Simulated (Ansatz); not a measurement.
**AlGaH+ (triplet): wave-function methods side by side, cc-pVTZ**

Aim: climb from Hartree-Fock through coupled cluster and multireference methods for AlGaH+ (triplet) at one geometry and basis, and see what each rung misses.

Method: cc-pVTZ, core rule «outside noble gas», up to 19 orbitals frozen; program: Ansatz 0.2.0, Gaussian basis.

To be run: UHF; CCSD(T) on ROHF; CCSD(T) on UHF; BCCD(T) on ROHF; CCSDT(Q) on ROHF; CCSDT(Q) on UHF; CASSCF and MRCISD+Q, 6 electrons in 9 orbitals; CASSCF and NEVPT2, 6 electrons in 9 orbitals.

20 further runs of the same task are left out: 1 for a known fault of the program, 10 that didn't finish, 9 set aside as unsound or not needed. Runs told in other sessions of the task aren't counted.

## 1. The system

The geometry is a PBE0/def2-TZVP stationary point (not a proven minimum) of the parent state, kept for this charge and spin. No spin-orbit coupling is included. The filled d shell of Ga may be among the frozen orbitals whatever the setting's name suggests.

3 atoms, charge 1, spin multiplicity 3.

Atoms are counted from 1 here; the program's logs count them from 0.

Bond lengths: Al1–Ga2 2.671 Å, Al1–H3 1.622 Å. Angles: Ga2–Al1–H3 180.0°.

## 2. UHF

Input file in.yaml:

```yaml
crystal:
  periodic: [false, false, false]
  atoms:
    - {symbol: Al, position_ang: [0.000000, 0.000000, 0.349567]}
    - {symbol: Ga, position_ang: [0.000000, 0.000000, -2.320933]}
    - {symbol: H, position_ang: [0.000000, 0.000000, 1.971367]}
basis:
  gaussian: {orbitals: cc-pVTZ}
total_charge: 1
magnetization: {spin_polarized: true, initial_magnetization: 2}
hamiltonian: {xc: hf}
output: {orbitals: {seedname: orbitals}}
```

Launch:

```
ansatz run in.yaml --threads 1 --pin off --events-out ev --progress --plain --max-ram 2393MiB
```

After this run come: CCSD(T) on ROHF; CCSD(T) on UHF; BCCD(T) on ROHF; CCSDT(Q) on ROHF; CCSDT(Q) on UHF; CASSCF and MRCISD+Q, 6 electrons in 9 orbitals; CASSCF and NEVPT2, 6 electrons in 9 orbitals.

Before running them: what should the planned runs give, taken together? Wanted: UCCSDT(Q) from the RHF energy; RMP2 from UCCSDT(Q); UMP2 from UCCSDT(Q); RCCSD from UCCSDT(Q); RCCSD(T) from UCCSDT(Q); UCCSD(T) from UCCSDT(Q); RCCSDT(Q) from UCCSDT(Q); NEVPT2 valence from UCCSDT(Q); MRCISD+Q valence from UCCSDT(Q).

**Answer**, as computed:

```
                         quantity                                                  value
    UCCSDT(Q) from the ROHF energy                                             -3.2609 eV
              RMP2 from UCCSDT(Q)                                        +18.95 kcal/mol
              UMP2 from UCCSDT(Q)                                        +19.93 kcal/mol
             RCCSD from UCCSDT(Q)                                         +3.78 kcal/mol
          RCCSD(T) from UCCSDT(Q)                                         +1.11 kcal/mol
          UCCSD(T) from UCCSDT(Q)                                         +0.95 kcal/mol
         RCCSDT(Q) from UCCSDT(Q)                                         +0.18 kcal/mol
    NEVPT2 valence from UCCSDT(Q)                                        +10.55 kcal/mol
  MRCISD+Q valence from UCCSDT(Q)                                         +0.35 kcal/mol
levels within 1 kcal/mol (43 meV)  UCCSD(T), RCCSDT, UCCSDT, RCCSDT(Q), MRCISD+Q valence
                    T1 diagnostic                                                  0.032
   effectively unpaired electrons                                                   2.05
```

RCCSD(T) lands +1.11 kcal/mol from the yardstick (1.5 % of the correlation energy). One determinant dominates. Of the multireference levels listed MRCISD+Q valence comes nearest in total energy (+0.35 kcal/mol), which doesn't show that its space is the better one. These misses are within one basis, not against nature; the frozen cores of restricted and unrestricted runs differ, which can shift their rows.
